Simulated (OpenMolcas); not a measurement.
**Sn: CASSCF and CASPT2 terms and fine-structure levels**

Wanted: the level scheme of Sn from active-space wave functions, then second-order correlation under several settings.

Program: OpenMolcas 26.06. Level of theory: state-averaged CASSCF and CASPT2, spin-orbit coupling by RASSI with atomic mean-field integrals. These are calculated values, not measurements, unless marked.

### 1 The system

```
Species                           : Sn (tin, Z = 50, 50 electrons)
Basis                             : ANO-R2 [7s6p4d2f1g], 68 functions
Scalar Hamiltonian                : X2C, finite nucleus
Inactive shells                   : 1s 2s 2p 3s 3p 3d 4s 4p 4d 5s
Active space                      : 2 electrons in 3 orbitals (5p)
Some configurations of this space : 5s2 5p2
Orbitals                          : optimised for each spin and parity, averaged over all roots
```

Outer shells as boxes (Hund's rule):

5s2 5p2
```
5s [↑↓]
5p [↑ ][↑ ][  ]
```

Each step is its own input file, run in one work folder so that later steps find the files of earlier ones. Labels, J, g values, rates, χT and fits are worked out afterwards by a script from the matrices that RASSI stores.

### 2 Basis and integrals

a.inp reads:

```
&GATEWAY
Coord
1

Sn 0.0 0.0 0.0
Basis=ANO-R2
Group=XYZ
NoMove
AngMom=0.0 0.0 0.0
AMFI
&SEWARD
```

On the command line:

```bash
$ OMP_NUM_THREADS=1 MOLCAS_MEM=1689 MOLCAS_PROJECT=a pymolcas a.inp > a.log
```

Log:

```text
Basis set label: SN.ANO-R...7S6P4D2F1G.

      Electronic valence basis set:
      ------------------
      Associated Effective Charge  50.000000 au
      Associated Actual Charge     50.000000 au
      Nuclear Model: Finite nucleus - Gaussian distribution
        Gaussian exponent, Xi/bohr**(-2):  1.90677E+08

      Shell  nPrim  nBasis  Cartesian Spherical Contaminant
         s      23       7        X
         p      18       6        X
         d      12       4                 X
         f       6       2                 X
         g       5       1                 X
                  Relativistic X2C integrals
                  Atomic mean-field integrals
```

### 3 Reference wave functions, triplets of even parity, 3 roots

a.inp reads:

```
&RASSCF
FileOrb=start.orb
Symmetry=1
Spin=3
nActEl=2 0 0
Inactive=15 9
Ras2=0 3
CIRoot=3 3 1
SDav=3
CIMx=300
Iter=120 100
PrWF=0.3
OrbListing=Nothing
MaxOrb=0
Atom
>>> COPY $Project.JobIph JOB001
```

On the command line:

```bash
$ OMP_NUM_THREADS=1 MOLCAS_MEM=1689 MOLCAS_PROJECT=a pymolcas a.inp > a.log
```

start.orb holds the contracted functions of the basis, ordered by shell, or the orbitals of the step before.

Log:

```text
Wave function specifications:
      -----------------------------

      Number of closed shell electrons          48
      Number of electrons in active shells       2
      Max number of holes in RAS1 space          0
      Max nr of electrons in RAS3 space          0
      Number of inactive orbitals               24
      Number of active orbitals                  3
      Number of secondary orbitals              41
      Spin quantum number                      1.0
      State symmetry                             1
Orbital specifications:
      -----------------------

      Symmetry species                           1   2
                                                ag  au
      Frozen orbitals                            0   0
      Inactive orbitals                         15   9
      Active orbitals                            0   3
      RAS1 orbitals                              0   0
      RAS2 orbitals                              0   3
      RAS3 orbitals                              0   0
      Secondary orbitals                        21  20
      Deleted orbitals                           0   0
      Number of basis functions                 36  32
      Number of CSFs                             3
      Number of root(s) required                 3
      Iter CI   SX   CI       RASSCF       Energy    max ROT     max BLB   max BLB  Level Ln srch  Step   QN
          iter iter root      energy       change     param      element    value   shift minimum  type update
 Nr of preliminary CI iterations:   1
      Total energies have been shifted. Add                -6000.00 au
        1   1    9    0  -173.81704477    0.00E+00   6.55E-02   15  17 1  5.20E-02*  0.00   0.00    SX    NO
        2   1    9    0  -173.82173078   -4.69E-03*  1.19E-02   11  19 1  2.27E-02*  0.00   0.00    SX    NO
        3   1    9    0  -173.82211515   -3.84E-04*  4.77E-03   13  21 1 -1.21E-02*  0.00   0.00    SX    NO
        4   1    9    0  -173.82223368   -1.19E-04*  2.93E-03   12  20 1  7.84E-03*  0.00   0.00    SX    NO
        5   1    9    0  -173.82227691   -4.32E-05*  1.05E-03   10  18 1 -4.67E-03*  0.00   0.62    QN   YES
        6   1    7    0  -173.82230242   -2.55E-05*  6.46E-05   15  16 1 -7.79E-05   0.00   1.01    QN   YES
        7   1    6    0  -173.82230243   -8.92E-09   2.57E-05   15  16 1 -2.16E-05   0.00   1.35    QN   YES
      Convergence after  7 iterations
        8   1    6    0  -173.82230243   -7.49E-10   2.57E-05   12  25 1 -4.61E-07   0.00   1.35    QN   YES
      Natural orbitals and occupation numbers for root  1
      sym 2:   1.000000   1.000000   0.000000
      Natural orbitals and occupation numbers for root  2
      sym 2:   1.000000  -0.000000   1.000000
      Natural orbitals and occupation numbers for root  3
      sym 2:   0.000000   1.000000   1.000000
::    RASSCF root number  1 Total energy:  -6173.82230243
::    RASSCF root number  2 Total energy:  -6173.82230243
::    RASSCF root number  3 Total energy:  -6173.82230243
```

### 4 CASSCF: singlets of even parity, 6 roots

a.inp reads:

```
&RASSCF
FileOrb=start.orb
Symmetry=1
Spin=1
nActEl=2 0 0
Inactive=15 9
Ras2=0 3
CIRoot=6 6 1
SDav=6
CIMx=300
Iter=120 100
PrWF=0.3
OrbListing=Nothing
MaxOrb=0
Atom
>>> COPY $Project.JobIph JOB002
```

Log:

```text
Wave function specifications:
      -----------------------------

      Number of closed shell electrons          48
      Number of electrons in active shells       2
      Max number of holes in RAS1 space          0
      Max nr of electrons in RAS3 space          0
      Number of inactive orbitals               24
      Number of active orbitals                  3
      Number of secondary orbitals              41
      Spin quantum number                      0.0
      State symmetry                             1
Orbital specifications:
      -----------------------

      Symmetry species                           1   2
                                                ag  au
      Frozen orbitals                            0   0
      Inactive orbitals                         15   9
      Active orbitals                            0   3
      RAS1 orbitals                              0   0
      RAS2 orbitals                              0   3
      RAS3 orbitals                              0   0
      Secondary orbitals                        21  20
      Deleted orbitals                           0   0
      Number of basis functions                 36  32
      Number of CSFs                             6
      Number of root(s) required                 6
      Iter CI   SX   CI       RASSCF       Energy    max ROT     max BLB   max BLB  Level Ln srch  Step   QN
          iter iter root      energy       change     param      element    value   shift minimum  type update
 Nr of preliminary CI iterations:   1
      Total energies have been shifted. Add                -6000.00 au
        1   1    6    0  -173.77797154    0.00E+00  -2.41E-02   11  17 2 -7.05E-03*  0.00   0.00    SX    NO
        2   1    8    0  -173.77856197   -5.90E-04*  1.74E-03   15  17 1 -4.43E-03*  0.00   0.00    SX    NO
        3   1    8    0  -173.77857509   -1.31E-05*  9.53E-04   11  18 1  1.38E-03*  0.00   0.00    SX    NO
        4   1    8    0  -173.77857685   -1.76E-06*  3.08E-04   11  18 1 -8.39E-04*  0.00   0.00    SX    NO
        5   1    8    0  -173.77857740   -5.54E-07*  1.36E-04   11  18 1  5.25E-04*  0.00   0.62    QN   YES
        6   1    5    0  -173.77857773   -3.22E-07* -1.51E-05   15  16 1  1.78E-05   0.00   1.01    QN   YES
        7   1    5    0  -173.77857773   -5.22E-10  -6.23E-06   15  16 1  5.31E-06   0.00   1.39    QN   YES
      Convergence after  7 iterations
        8   1    5    0  -173.77857773   -4.27E-11  -6.23E-06   15  17 1  1.31E-07   0.00   1.39    QN   YES
      Natural orbitals and occupation numbers for root  1
      sym 2:   0.001379   1.036422   0.962199
      Natural orbitals and occupation numbers for root  2
      sym 2:   1.014168   0.000204   0.985628
      Natural orbitals and occupation numbers for root  3
      sym 2:   0.981463   1.018199   0.000337
::    RASSCF root number  1 Total energy:  -6173.78720534
::    RASSCF root number  2 Total energy:  -6173.78720534
::    RASSCF root number  3 Total energy:  -6173.78720534
::    RASSCF root number  4 Total energy:  -6173.78720534
::    RASSCF root number  5 Total energy:  -6173.78720534
::    RASSCF root number  6 Total energy:  -6173.73543968
```

### 5 State interaction with spin-orbit coupling

a.inp reads:

```
&RASSI
NrOfJobIphs=2 3 6
1 2 3
1 2 3 4 5 6
IphNames
JOB001
JOB002
EJob
SpinOrbit
DIPRint=1.0
SOCoupling=1000.0
Subsets=2
MEES
Property=10
'ANGMOM' 1 'ANGMOM' 2 'ANGMOM' 3 'MLTPL  1' 1 'MLTPL  1' 2 'MLTPL  1' 3
'AMFI' 1 'AMFI' 2 'AMFI' 3 'MLTPL  2' 6
SOProperty=3
'ANGMOM' 1 'ANGMOM' 2 'ANGMOM' 3
```

On the command line:

```bash
$ OMP_NUM_THREADS=1 MOLCAS_MEM=1689 MOLCAS_PROJECT=a pymolcas a.inp > a.log
```

Log:

```text
SPIN-FREE ENERGIES:
  (Shifted by EMIN (a.u.) =      -6173.8223024335)

 SF State       Relative EMIN(au)   Rel lowest level(eV)    D:o, cm**(-1)      L_eff

     1             0.0000000000        0.0000000000              0.0000         1.0
     2             0.0000000000        0.0000000000              0.0000         1.0
     3             0.0000000000        0.0000000000              0.0000         1.0
     4             0.0350970955        0.9550406229           7702.9221         2.0
     5             0.0350970955        0.9550406229           7702.9221         2.0
     6             0.0350970955        0.9550406229           7702.9221         2.0
     7             0.0350970955        0.9550406229           7702.9221         2.0
     8             0.0350970955        0.9550406229           7702.9221         2.0
     9             0.0868627575        2.3636560452          19064.1717         0.0
     Dipole printing threshold changed to   1.00000000E+00
Eigenvalues of complex Hamiltonian:
   -----------------------------------
  (Shifted by EMIN (a.u.) =      -6173.8223024335)

 SO State       Relative EMIN(au)   Rel lowest level(eV)    D:o, cm**(-1)     J-value

     1            -0.0108003138        0.0000000000              0.0000        -0.0
     2            -0.0045605914        0.1697914962           1369.4608         1.0
     3            -0.0045605914        0.1697914962           1369.4608         0.6
     4            -0.0045605914        0.1697914962           1369.4608         0.6
     5             0.0032723706        0.3829372508           3088.5972         1.1
     6             0.0032723706        0.3829372508           3088.5972         1.8
     7             0.0032723706        0.3829372508           3088.5972         1.1
     8             0.0032723706        0.3829372508           3088.5972         1.8
     9             0.0032723706        0.3829372508           3088.5972         1.8
    10             0.0363853163        1.2839864069          10356.0488         2.0
    11             0.0363853163        1.2839864069          10356.0488         1.0
    12             0.0363853163        1.2839864069          10356.0488         1.0
    13             0.0363853163        1.2839864069          10356.0488         1.8
    14             0.0363853163        1.2839864069          10356.0488         1.8
    15             0.0885418885        2.7032390376          21803.0932         0.0
Weights of the five most important spin-orbit-free states for each spin-orbit state.

 SO State  Total energy (au)           Spin-free states, spin, and weights
 -------------------------------------------------------------------------------------------------------
    1        -0.010800       3 1.0  0.3277    2 1.0  0.3277    1 1.0  0.3277    9 0.0  0.0169    8 0.0  0.0000
    2        -0.004561       3 1.0  0.5000    2 1.0  0.4996    1 1.0  0.0004    4 0.0  0.0000    5 0.0  0.0000
    3        -0.004561       1 1.0  0.4997    3 1.0  0.3669    2 1.0  0.1334    7 0.0  0.0000    6 0.0  0.0000
    4        -0.004561       1 1.0  0.4998    2 1.0  0.3671    3 1.0  0.1331    4 0.0  0.0000    5 0.0  0.0000
    5         0.003272       3 1.0  0.5688    2 1.0  0.3167    1 1.0  0.0756    7 0.0  0.0170    6 0.0  0.0166
    6         0.003272       1 1.0  0.4801    3 1.0  0.4799    5 0.0  0.0250    4 0.0  0.0132    2 1.0  0.0011
    7         0.003272       3 1.0  0.5500    2 1.0  0.3580    1 1.0  0.0531    7 0.0  0.0212    6 0.0  0.0138
    8         0.003272       1 1.0  0.5125    2 1.0  0.4462    8 0.0  0.0294    6 0.0  0.0083    3 1.0  0.0025
    9         0.003272       1 1.0  0.4806    2 1.0  0.4799    4 0.0  0.0242    5 0.0  0.0130    8 0.0  0.0017
   10         0.036385       8 0.0  0.9610    1 1.0  0.0255    2 1.0  0.0069    3 1.0  0.0065    4 0.0  0.0000
   11         0.036385       7 0.0  0.9611    3 1.0  0.0195    2 1.0  0.0190    1 1.0  0.0004    5 0.0  0.0000
   12         0.036385       6 0.0  0.9611    2 1.0  0.0198    3 1.0  0.0190    1 1.0  0.0001    4 0.0  0.0000
```

These steps: 1.8 s of run time, 1 thread, shared host.

Spin-free terms, from the roots grouped by L:

| configuration | term | E (cm-1) |
| --- | --- | --- |
| 5s2 5p2 | 3P | 0.0 |
| 5s2 5p2 | 1D | 7703 |
| 5s2 5p2 | 1S | 19064 |

Fine-structure levels, from the RASSI matrices grouped by J:

```tsv
Configuration	Term	J	E (cm-1)	g	Leading %
5s2 5p2	3P	0	0.0		98
5s2 5p2	3P	1	1369	1.501	100
5s2 5p2	3P	2	3089	1.482	96
5s2 5p2	1D	2	10356	1.019	96
5s2 5p2	1S	0	21803		98
```

### 6 CASPT2: IPEA 0.25, imaginary shift 0.1 (closed shells correlated: 4d 5s)

a.inp reads:

```
>>> COPY JOB001 $Project.JobIph
&CASPT2
Multistate=3 1 2 3
Frozen=9 9
IPEA=0.25
Imaginary=0.1
MaxIter=60
WThr=0.0 0.3 0.05
PrWF=0.5
NoMix
>>> COPY JOB002 $Project.JobIph
&CASPT2
Multistate=6 1 2 3 4 5 6
Frozen=9 9
IPEA=0.25
Imaginary=0.1
MaxIter=60
WThr=0.0 0.3 0.05
PrWF=0.5
NoMix
```

Log:

```text
Orbital specifications:
      -----------------------

      Symmetry species                           1   2
                                                ag  au
      Frozen orbitals                            9   9
      Inactive orbitals                          6   0
      Active orbitals                            0   3
      Secondary orbitals                        21  20
      Deleted orbitals                           0   0
      Number of basis functions                 36  32
Type of calculation                        MS-CASPT2
      Fock operator                              state-specific
      IPEA shift                                 0.25
      Real shift                                 0.00
      Imaginary shift                            0.10
      The input orbitals will be transformed to quasi-canonical
Reference energy:       -6173.8223024335
      E2 (Non-variational):      -0.4898038982
      Shift correction:          -0.0003494447
      E2 (Variational):          -0.4901533428
      Total energy:           -6174.3124557763
      Residual norm:              0.0000006950
      Reference weight:           0.90847
      Contributions to the CASPT2 correlation energy
      Active & Virtual Only:         -0.0036667430
      One Inactive Excited:          -0.0594218310
      Two Inactive Excited:          -0.4267153242
Reference energy:       -6173.8223024335
      E2 (Non-variational):      -0.4898038982
      Shift correction:          -0.0003494447
      E2 (Variational):          -0.4901533428
      Total energy:           -6174.3124557763
      Residual norm:              0.0000006950
      Reference weight:           0.90847
      Contributions to the CASPT2 correlation energy
      Active & Virtual Only:         -0.0036667430
      One Inactive Excited:          -0.0594218310
      Two Inactive Excited:          -0.4267153242
::    CASPT2 Root  1     Total energy:  -6174.31245578
::    CASPT2 Root  2     Total energy:  -6174.31245578
::    CASPT2 Root  3     Total energy:  -6174.31245578
::    MS-CASPT2 Root  1     Total energy:  -6174.31245578
::    MS-CASPT2 Root  2     Total energy:  -6174.31245578
::    MS-CASPT2 Root  3     Total energy:  -6174.31245578
Orbital specifications:
      -----------------------

      Symmetry species                           1   2
                                                ag  au
      Frozen orbitals                            9   9
      Inactive orbitals                          6   0
      Active orbitals                            0   3
      Secondary orbitals                        21  20
      Deleted orbitals                           0   0
      Number of basis functions                 36  32
Type of calculation                        MS-CASPT2
      Fock operator                              state-specific
      IPEA shift                                 0.25
      Real shift                                 0.00
      Imaginary shift                            0.10
      The input orbitals will be transformed to quasi-canonical
Reference energy:       -6173.7872053379
      E2 (Non-variational):      -0.4962561957
      Shift correction:          -0.0004165695
      E2 (Variational):          -0.4966727653
      Total energy:           -6174.2838781032
      Residual norm:              0.0000003531
      Reference weight:           0.90310
      Contributions to the CASPT2 correlation energy
      Active & Virtual Only:         -0.0075956699
      One Inactive Excited:          -0.0606500904
      Two Inactive Excited:          -0.4280104355
Reference energy:       -6173.7872053379
      E2 (Non-variational):      -0.4962601477
      Shift correction:          -0.0004165975
      E2 (Variational):          -0.4966767452
      Total energy:           -6174.2838820832
      Residual norm:              0.0000003528
      Reference weight:           0.90310
      Contributions to the CASPT2 correlation energy
      Active & Virtual Only:         -0.0075956571
      One Inactive Excited:          -0.0606498937
      Two Inactive Excited:          -0.4280145969
::    CASPT2 Root  1     Total energy:  -6174.28387810
::    CASPT2 Root  2     Total energy:  -6174.28388208
::    CASPT2 Root  3     Total energy:  -6174.28388161
::    CASPT2 Root  4     Total energy:  -6174.28388277
::    CASPT2 Root  5     Total energy:  -6174.28351544
::    CASPT2 Root  6     Total energy:  -6174.24267498
::    MS-CASPT2 Root  1     Total energy:  -6174.28390548
::    MS-CASPT2 Root  2     Total energy:  -6174.28388797
::    MS-CASPT2 Root  3     Total energy:  -6174.28388202
::    MS-CASPT2 Root  4     Total energy:  -6174.28385157
::    MS-CASPT2 Root  5     Total energy:  -6174.28358393
::    MS-CASPT2 Root  6     Total energy:  -6174.24260403
```

Time for this run: 0.88 s (1 thread, shared host).

SS-CASPT2: lowest energy less the reference's lowest, -0.4902 hartree; reference weights 0.893 to 0.908. These are the single-state energies of the run (the lines without MS-).

Fine-structure levels, from the RASSI matrix with the averaged CASPT2 term energies on its diagonal:

| Configuration | Term | J | E (cm-1) | Leading % | Second |
| --- | --- | --- | --- | --- | --- |
| 5s2 5p2 | 3P | 0 | 0.0 | 98 | 2 1S |
| 5s2 5p2 | 3P | 1 | 1446 | 100 |  |
| 5s2 5p2 | 3P | 2 | 3100 | 94 | 6 1D |
| 5s2 5p2 | 1D | 2 | 9080 | 94 | 6 3P |
| 5s2 5p2 | 1S | 0 | 18210 | 98 | 2 3P |

Transitions at SS-CASPT2 energies (vacuum wavelengths; branching counts decays inside the model space alone):

| upper | lower | type | λ (nm) | A (s-1) | branching % |
| --- | --- | --- | --- | --- | --- |
| 5s2 5p2 1S0 | 5s2 5p2 3P1 | M1 | 596.6 | 6.23e+00 | 72.9 |
| 5s2 5p2 1S0 | 5s2 5p2 3P2 | E2 | 661.8 | 6.15e-01 | 7.2 |
| 5s2 5p2 1S0 | 5s2 5p2 1D2 | E2 | 1096 | 1.70e+00 | 19.9 |
| 5s2 5p2 1D2 | 5s2 5p2 3P0 | E2 | 1101 | 4.83e-04 | 0.1 |
| 5s2 5p2 1D2 | 5s2 5p2 3P1 | M1 | 1309 | 3.53e-01 | 41.7 |
| 5s2 5p2 1D2 | 5s2 5p2 3P1 | E2 | 1309 | 4.44e-03 | 0.5 |
| 5s2 5p2 1D2 | 5s2 5p2 3P2 | M1 | 1670 | 4.81e-01 | 56.7 |
| 5s2 5p2 1D2 | 5s2 5p2 3P2 | E2 | 1670 | 9.17e-03 | 1.1 |
| 5s2 5p2 3P2 | 5s2 5p2 3P0 | E2 | 3229 | 3.98e-04 | 0.7 |
| 5s2 5p2 3P2 | 5s2 5p2 3P1 | M1 | 6055 | 5.75e-02 | 99.3 |
| 5s2 5p2 3P2 | 5s2 5p2 3P1 | E2 | 6055 | 3.37e-05 | 0.1 |
| 5s2 5p2 3P1 | 5s2 5p2 3P0 | M1 | 6917 | 5.33e-02 | 100.0 |

(Part 1 of 2 ends here.)
